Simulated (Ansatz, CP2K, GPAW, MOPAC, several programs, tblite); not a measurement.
**What each method gives for CdF2 (Fm-3m)**

A 3-atom cell of CdF2 started from a crystallographic database, relaxed with r2SCAN+rVV10 in Ansatz, was computed with several methods. Space group Fm-3m (No. 225), cubic; a = 5.365 Å in the conventional setting, 12.87 Å³ an atom. Around Cd lie 8 F at 2.32 Å; around F lie 4 Cd at 2.32 Å. (Simulation; spin polarisation is off.)

```xyz
3
Lattice="0.0000 2.6826 2.6826 2.6826 0.0000 2.6826 2.6826 2.6826 0.0000" Properties=species:S:1:pos:R:3 pbc="T T T"
Cd    0.0000    0.0000    0.0000
F     1.3413    1.3413    1.3413
F     4.0239    4.0239    4.0239
```

Gaps and times are for a single point on this cell; volume and bulk modulus come from each method's own relaxation or energy curve at fixed shape. Times are rough, from shared hosts (Arm Neoverse V2), and each method has its own mesh and cell size. A dagger marks a closed or tiny gap in a crystal that DFT finds insulating: a failure of the method or a wrong SCF state. A star marks a curve whose lowest point is an end point. PM6 (MOPAC), PM7 (MOPAC), GFN1-xTB (tblite), GFN2-xTB (tblite) treat a cluster of cells at its zone centre, which samples few k points: where these miss a band edge, the gap comes out too large for that reason alone. Gaps from k meshes are read at a limited set of points (mesh, symmetry points, PBE's band edges), so each method's own least gap may be somewhat smaller. xTB and the PM methods were fitted mostly to molecules, and can miss a solid's gap by electronvolts. Minimal bases can be far off for gaps. GLLB-SC's gap includes the derivative discontinuity. d marks a direct gap, i an indirect one (no mark: not told apart), a dash a value that wasn't computed or didn't pass its checks.

```
                              method              kind  gap (eV)  own volume (Å³/atom)  bulk modulus (GPa)  atoms computed  processor time
light PBE (260 eV and a coarse mesh)  light plane-wave    3.27 i                     –                   –               3          0.56 s
                                 PBE         semilocal    3.15 i                     –                   –               3           1.5 s
                   GFN1-xTB (tblite)     tight binding     0.00†                     –                   –              96           3.2 s
                         PM7 (MOPAC)    semi-empirical      9.47                     –                   –              96           3.4 s
                              r2SCAN         semilocal    3.84 i                     –                   –               3           3.4 s
                   GFN2-xTB (tblite)     tight binding      4.55                     –                   –              96           6.8 s
              PBE/single zeta (GPAW)       small basis    2.61 i                     –                   –               3             7 s
                      PBE/SZV (CP2K)       small basis    2.68 i                14.35*                 92*               3           8.2 s
                      GLLB-SC (GPAW)   model potential      6.24                     –                   –               3           8.4 s
                     PBE/DZVP (CP2K)       small basis    3.08 i                 13.95                  91               3            21 s
                         PM6 (MOPAC)    semi-empirical      3.17                     –                   –              96           110 s
```

Against r2SCAN (3.84 eV) and with closed or daggered gaps left aside, the nearest gap at the points sampled is that of light PBE (260 eV and a coarse mesh) (-0.57 eV) and the farthest that of PM7 (MOPAC) (+5.63 eV). r2SCAN is only a yardstick of convenience: semilocal gaps usually lie below measured ones, which GLLB-SC and hybrids aim to mend.

The runs are scalar-relativistic, without spin-orbit coupling.
